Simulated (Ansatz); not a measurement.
## TlPt under changes of volume

One of the cells (21.036 Å³/atom); the others are scaled copies at fixed shape and fractional positions:

```
Tl Pt
1.0
     5.60500    0.00000    0.00000
    -2.80250    4.85407    0.00000
     0.00000    0.00000    4.63900
Tl Pt
3 3
Direct
  0.00000 0.50000 0.00000
  0.50000 0.50000 0.00000
  0.50000 0.00000 0.00000
  0.66667 0.33333 0.50000
  0.33333 0.66667 0.50000
  0.00000 0.00000 0.00000
```

```yaml
Program: Ansatz 0.2.0
Functional: PBEsol
Potentials_or_basis: Ansatz PAW
Cutoff: "420 eV (not typed: the program's choice for these potentials)"
k_mesh: 6 × 6 × 6
Occupations: fermi-dirac, width 0.05 eV
Spin: no spin polarisation
```

```tsv
volume (Å³/atom)	energy over the lowest point (meV/atom)	pressure (GPa)
19.773	116.83	16.8
20.194	77.76	13.1
20.615	?	?
21.036	26.09	6.9
21.456	11.39	4.4
21.877	2.94	2.1
22.298	0.00	0.2
```

Problem. What does the run at 20.615 Å³/atom give?

Solution. Energy over the lowest point 47.88 meV/atom; pressure 9.8 GPa.

Worked out: A Birch-Murnaghan fit of order 3 (a polynomial in V^(-2/3)) to the other rows has its minimum at 22.33 Å³/atom, just outside them, with B0 = V·E''(V) = 97 GPa and B' = 5.8 at fixed shape and positions, which overstates the stiffness. It gives 47.88 meV/atom at 20.615 Å³/atom, against the run's 47.88, and -dE/dV = 9.8 GPa, against 9.8.

Energies are extrapolated to zero smearing.

Caveats: the PAW data sets come from PBE, with cores solved anew for the run's functional, which leaves a small shift of forces and pressure.
